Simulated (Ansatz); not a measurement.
**Ni: a line through an energy map**

One table from this session's results is given with a row withheld; the runs are named, their logs left out.

Program: Ansatz 0.2.0. Level of theory: DFT LDA, scalar-relativistic, plane waves, PAW. These are calculated values, not measurements.

28 further runs of the same task are left out: 28 set aside as unsound or not needed.

**The system as given**

The structure is cubic, space group Fm-3m (No. 225). Conventional cell: a = 3.424 Å, b = 3.424 Å, c = 3.424 Å, α = 90.00°, β = 90.00°, γ = 90.00°. Ni (site symmetry m-3m) is surrounded by 12 Ni at 2.42 Å.

Structure file:

```xyz
1
Lattice="0.0000 1.7120 1.7120 1.7120 0.0000 1.7120 1.7120 1.7120 0.0000" Properties=species:S:1:pos:R:3 pbc="T T T"
Ni    0.0000    0.0000    0.0000
```

This cell was relaxed beforehand with the same method: volume 10.04 Å³/atom, gap on the mesh none (metal), site moments up to 0.6 μB.

**What is varied**

The energy is mapped over volume and a fixed ferromagnetic moment.

- volume per atom: 7 values from 8.23 to 11.84 Å³
- total spin moment of the cell, held fixed: 9 values from 0.000 to 1.000 μB

Nothing else is relaxed (shape and fractional coordinates fixed). Points are written as (first, second).

The first run:

input.yaml

```yaml
crystal:
  lattice:
    - [0.0, 1.6024052366, 1.6024052366]
    - [1.6024052366, 0.0, 1.6024052366]
    - [1.6024052366, 1.6024052366, 0.0]
  atoms:
    - { symbol: Ni, position: [0.0, 0.0, 0.0], spin: 1.0 }
basis:
  ecutwfc: 520.0
kpoints:
  mp_grid: { grid: [24, 24, 24] }
hamiltonian:
  xc: lda
scf:
  occupations: { method: gaussian, width: 0.15 }
  lower_state_search: "off"
output:
  forces: true
  stress: true
  eigenvalues: true
  populations: true
magnetization:
  spin_polarized: true
  initial_magnetization: 1.0
  spin_locking: { lock_magnetization: hard }
```

Started as:

```sh
$ ansatz run input.yaml --threads 1 --pin off --max-ram 2048MiB --backend cpu --events-out ev --progress --plain --runs-dir out
```

Steps of the session up to this table: The run at (8.23 Å³, 1.000 μB); The run at (8.83 Å³, 1.000 μB); The run at (9.43 Å³, 1.000 μB); Grid point (10.04 Å³, 1.000 μB); The run at (10.64 Å³, 1.000 μB); Grid point (11.84 Å³, 1.000 μB).

One of the session's tables, all rows but one given; the rest of the session is left out.

```
volume per atom (Å³)  energy (meV/atom)  pressure (GPa)  absolute magnetic moment (μB per cell)
                8.23                447              90                                   1.000
                8.83                187              51                                   1.001
                9.43                  ?               ?                                       ?
               10.04                  0               4                                   1.005
               10.64                 11              −9                                   1.009
               11.24                 65             −19                                   1.012
               11.84                149             −26                                   1.016
```

**Question.** Estimate the row for volume per atom (Å³) = 9.43.

Worked estimate for «energy (meV/atom)». A straight line through the neighbours (8.83, 187) and (10.04, 0) gives 187 + (0 − 187) × (9.43 − 8.83) / (10.04 − 8.83) = 94; a parabola fitted to 4 rows on both sides gives 49.

The run gave: energy (meV/atom): 50; pressure (GPa): 24; absolute magnetic moment (μB per cell): 1.003. In «energy (meV/atom)» the line misses by +44 and the parabola by -1.

Energies count from the lowest point of the line. Rows without a step come from runs not printed here or follow by symmetry.

A parabola through the lowest point and its two neighbours puts the minimum at 10.231 Å³, with a curvature of about 170 meV/atom per (Å³)². The highest point computed, at 8.23 Å³, lies 447 meV/atom above the lowest.

Caveats from the session: Warnings in the runs' records: stress scf threshold loose.
